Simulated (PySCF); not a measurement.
# RuOBr: quartet, from a bent start

Aim: relax RuOBr as a quartet from a bent start, check by its vibrations whether the end is a minimum, and collect its spectrum and constants.

The runs use PySCF 2.14.0; PBE0, basis Ru def2-SVP with ECP28, O def2-SVP, Br def2-SVP, scalar-relativistic core potentials, no spin–orbit coupling, density fitting.

### Step 1. Starting geometry

3 atoms, charge 0, spin multiplicity 4.

Bond lengths: Ru1–O2 1.710 Å, Ru1–Br3 2.390 Å. Angles: O2–Ru1–Br3 110.0°.

```xyz
3
charge 0 multiplicity 4
Ru   -0.6712    0.0000   -0.6294
O    -2.0719    0.0000    0.3514
Br    1.2866    0.0000    0.7414
```

### Step 2. Bent start, quartet: relaxation

The steps below are one call of a driver around PySCF. For each, scf.py gives the equivalent set-up of the SCF; relaxations use the driver's own optimiser. Before each start the driver seeks the lowest SCF state from one or more starting densities and follows internal instabilities, so scf.py alone need not reach the same state.

The program finds Cs symmetry in the start, which this walk keeps. Threshold on the gradient: 0.0003 Eh/bohr, with a further test on the energy change.

Input file scf.py:

```python
from pyscf import gto, scf, dft
mol = gto.M(atom='''
Ru    -0.671191     0.000000    -0.629360
O     -2.071891     0.000000     0.351440
Br     1.286609     0.000000     0.741440''',
    basis={'Ru': 'def2-SVP', 'O': 'def2-SVP', 'Br': 'def2-SVP'},
    ecp={'Ru': 'def2-SVP'},
    charge=0, spin=3)
mf = dft.UKS(mol, xc='PBE0')
mf.grids.atom_grid = (50, 194)
aux = {'Ru': 'def2-universal-JKFIT', 'O': 'def2-universal-JKFIT', 'Br': 'def2-universal-JKFIT'}
mf = mf.density_fit(auxbasis=aux)
mf.kernel()
```

Steps of the walk:

```
step   energy (Eh)  change (kJ/mol)  largest symmetric gradient (Eh/bohr)
   0  -2743.481923             0.00                               0.03053
   1  -2743.484277            -6.18                               0.01040
   2  -2743.484862            -7.72                               0.00314
   3  -2743.485181            -8.55                               0.00423
   4  -2743.485202            -8.61                               0.00105
   5  -2743.485205            -8.62                               0.00003
```

The walk needed 8.1 s of wall time on 4 threads, shared host.

After 5 steps and 8.6 kJ/mol it ends at Cs: Ru–Br 2.373 Å, Ru–O 1.667 Å; Br–Ru–O 121.8°.

### Step 3. Hessian and properties

On the finer grid the gradient is checked again; gradients at displacements of ±0.01 bohr then give force constants and infrared intensities.

scf.py: that of step 2 with these lines changed.

```diff
@@ -3,3 +3,3 @@
-Ru    -0.671191     0.000000    -0.629360
-O     -2.071891     0.000000     0.351440
-Br     1.286609     0.000000     0.741440''',
+Ru    -0.699288     0.000000    -0.546239
+O     -2.176644     0.000000     0.226551
+Br     1.344120     0.000000     0.659422''',
@@ -10 +10 @@
-mf.grids.atom_grid = (50, 194)
+mf.grids.atom_grid = (75, 302)
```

The driver hands on the density of the step before, so the log starts near convergence.

Log of the central SCF (cycles and frontier levels):

```text
init E= -2743.48527350488
[... the frontier-level lines of each cycle are left out ...]
cycle= 1 E= -2743.48527350458  delta_E= 3e-10  |g|= 3.3e-05  |ddm|= 3.56e-05
cycle= 2 E= -2743.48527349926  delta_E= 5.32e-09  |g|= 0.000121  |ddm|= 9.5e-05
cycle= 3 E= -2743.48527350502  delta_E= -5.77e-09  |g|= 7.07e-06  |ddm|= 7.39e-05
cycle= 4 E= -2743.48527350505  delta_E= -2.82e-11  |g|= 1.78e-06  |ddm|= 9.08e-06
Extra cycle  E= -2743.48527350506  delta_E= -1.18e-11  |g|= 2.06e-06  |ddm|= 7.64e-06
converged SCF energy = -2743.48527350506  <S^2> = 3.7644254  2S+1 = 4.0072062
```

The whole step took 24 s.

Geometry: Cs; Ru–Br 2.373 Å, Ru–O 1.667 Å; Br–Ru–O 121.8°.

Modes, for the most abundant isotopes:

```tsv
symmetry	ω (cm⁻¹)	IR (km/mol)
a'	129	10.0
a'	287	24.8
a'	992	105
```

Every mode is real; the point is a minimum.

Properties at this point:

| Property | Result |
| --- | --- |
| Dipole moment | 2.64 D |
| Highest occupied level | -7.29 eV |
| Lowest empty level | -3.66 eV |
| Rotational constants | 0.7079, 0.05439, 0.05051 cm⁻¹ |
| Zero-point energy | 8.4 kJ/mol |
| Principal polarisabilities | 37.0, 44.7, 73.5 bohr³ |
| Atomisation energy without zero-point energy | 763 kJ/mol |
| Principal traceless quadrupole moments about the centre of mass | -7.24, 2.08, 5.15 D Å |
| Entropy at 298.15 K and 1 bar (electronic part: spin only) | 315.0 J/(mol K) |
| Heat capacity Cp at 298.15 K | 50.0 J/(mol K) |
| Enthalpy at 298.15 K above 0 K | 12.95 kJ/mol |
| Rotational symmetry number | 1 |
| Spin squared ⟨S²⟩ | 3.764 |

Charges (e) and bond orders:

```csv
atom,Mulliken,Löwdin,polar tensor,spin (Mulliken),Mayer order to Ru1
Ru1,0.57,-0.04,1.11,2.45,–
O2,-0.36,-0.07,-0.64,0.54,2.05
Br3,-0.21,0.10,-0.46,0.02,1.18
```

Outer orbital energies (eV). α occupied: -12.34, -10.72, -9.79, -9.31, -8.53, -8.26, -7.45, -7.29; empty: -3.50, -1.58, -0.02, 1.25. β occupied: -21.24, -11.85, -11.23, -10.47, -9.80, -9.18, -8.60, -7.35; empty: -3.66, -3.48, -2.83, -2.57.

Mulliken populations on Ru1 (outside its core potential): s 2.46, p 6.38, d 6.56, f 0.02.

### Step 4. Results

| quantity | value |
| --- | --- |
| minimum | quartet, Cs |
| geometry | Ru–Br 2.373 Å, Ru–O 1.667 Å; Br–Ru–O 121.8° |
| wavenumbers (cm⁻¹) | 129 (a'), 287 (a'), 992 (a') |
| dipole moment | 2.64 D |
| highest occupied, lowest empty level (either spin) | -7.29, -3.66 eV |
| polar-tensor charge of Ru1 | +1.11 e |
| zero-point energy | 8.4 kJ/mol |
| entropy at 298.15 K | 315.0 J/(mol K) |
| atomisation energy (no zero-point energy) | 763 kJ/mol |
| ⟨S²⟩ | 3.764 |

**Reading.** The bent start keeps its Cs symmetry and ends in a minimum. In the infrared the band at 992 cm⁻¹ (a', stretch) leads. Most of the spin sits on Ru1 (Mulliken spin 2.45, against 3 for the whole molecule). Other starts or spin states, not run here, may lie lower. Open d and f shells are described by one determinant, and the ground state may have another occupation or spin.

The search up to here took 42 s.
